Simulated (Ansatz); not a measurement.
# CH₆Cl₂O₂Si₂: a ladder of functionals and wavefunction methods

Aim: compute CH₆Cl₂O₂Si₂ with functionals from several rungs and with coupled cluster, and see how far each lands from CCSD(T) at the basis-set limit for the atomisation energy.

The runs use Ansatz 0.2.0, Gaussian basis; functionals in def2-TZVPP, the program's frozen cores in correlated methods.

Plan: PBE-D4, r2SCAN-D4, PBE0-D4, B3LYP-D4, ωB97X-V, ωB97M-V, B2PLYP; CCSD(T)/def2-TZVPP; MP2/def2-QZVPP; extrapolation to the limit.

**1. Structure used throughout**

All runs share one geometry, relaxed beforehand with PBE0-D4 in a triple-zeta def2 set.

SMILES `O[SiH2]C[Si](O)(Cl)Cl`, 13 atoms, charge 0, spin multiplicity 1.

Atoms are counted from 1 here; the program's logs count them from 0.

Bond lengths: O1–Si2 1.641 Å, O1–H8 0.963 Å, Si2–C3 1.883 Å, Si2–H9 1.488 Å, Si2–H10 1.482 Å, C3–Si4 1.833 Å, C3–H11 1.095 Å, C3–H12 1.095 Å, Si4–O5 1.640 Å, Si4–Cl6 2.046 Å, Si4–Cl7 2.047 Å, O5–H13 0.960 Å. Angles: Si2–O1–H8 114.6°, O1–Si2–C3 110.2°, O1–Si2–H9 112.4°, O1–Si2–H10 106.8°, C3–Si2–H9 108.1°, C3–Si2–H10 110.0°, H9–Si2–H10 109.4°, Si2–C3–Si4 114.0°, Si2–C3–H11 109.6°, Si2–C3–H12 108.5°, Si4–C3–H11 108.6°, Si4–C3–H12 108.3°, H11–C3–H12 107.7°, C3–Si4–O5 107.3°, C3–Si4–Cl6 111.2°, C3–Si4–Cl7 113.2°, O5–Si4–Cl6 109.4°, O5–Si4–Cl7 109.0° and more.

**2. PBE-D4 (GGA)**

in.yaml

```yaml
crystal:
  periodic: [false, false, false]
  atoms:
    - {symbol: O, position_ang: [-0.870097, 1.784420, -1.102376]}
    - {symbol: Si, position_ang: [-1.316992, 0.205020, -1.088898]}
    - {symbol: C, position_ang: [0.150829, -0.880883, -0.627384]}
    - {symbol: Si, position_ang: [0.887862, -0.483522, 1.002903]}
    - {symbol: O, position_ang: [0.989941, 1.149517, 1.107289]}
    - {symbol: Cl, position_ang: [-0.274720, -1.189992, 2.531421]}
    - {symbol: Cl, position_ang: [2.753948, -1.284906, 1.262480]}
    - {symbol: H, position_ang: [-0.305788, 2.047986, -0.367877]}
    - {symbol: H, position_ang: [-2.415231, -0.064911, -0.121761]}
    - {symbol: H, position_ang: [-1.777028, -0.121365, -2.459646]}
    - {symbol: H, position_ang: [-0.156217, -1.931785, -0.624800]}
    - {symbol: H, position_ang: [0.925153, -0.761467, -1.393032]}
    - {symbol: H, position_ang: [1.408351, 1.531898, 1.881671]}
basis:
  gaussian: {orbitals: def2-TZVPP}
hamiltonian: {xc: pbe, dispersion: d4}
output: {forces: true, orbitals: {seedname: orbitals}}
```

Run with:

```console
ansatz run in.yaml --threads 2 --pin off --events-out ev --progress --plain --max-ram 32768MiB --backend cuda --devices 0, --max-vram 18GiB
```

After this run come: r2SCAN-D4 (meta-GGA); PBE0-D4 (hybrid); B3LYP-D4 (hybrid); ωB97X-V (range-separated); ωB97M-V (range-separated); B2PLYP (double hybrid); CCSD(T) in def2-TZVPP; MP2 in def2-QZVPP.

Q: Predict the results of all the runs planned. Wanted: atomisation energy, CCSD(T)/CBS; farthest; mean size of error, hybrid; mean size of error, range-separated; gap, smallest and largest; T1 diagnostic; triples share of the correlation energy.

**Answer**, as computed:

```
                               quantity                                 value
        atomisation energy, CCSD(T)/CBS                             50.529 eV
    functionals within 0.253 eV (0.5 %)   PBE-D4, r2SCAN-D4, ωB97X-V, ωB97M-V
                               farthest                    B2PLYP (-1.033 eV)
             mean size of error, hybrid                              0.558 eV
    mean size of error, range-separated                              0.029 eV
              gap, smallest and largest  6.37 eV (PBE-D4), 13.16 eV (ωB97X-V)
                          T1 diagnostic                                0.0105
triples share of the correlation energy                                 3.8 %
```

In words: PBE-D4 misses by +0.231 eV. Double hybrids carry the basis error of their MP2 part in triple zeta, and no dispersion term here, so their miss is partly the set-up's. The reference freezes the cores and leaves out relativity and excitations past (T), so misses under about 0.253 eV can't be ranked. Hartree-Fock recovers 73 % of the binding; the rest is correlation. Orbital gaps span 6.4 to 13.2 eV; exact exchange widens them.
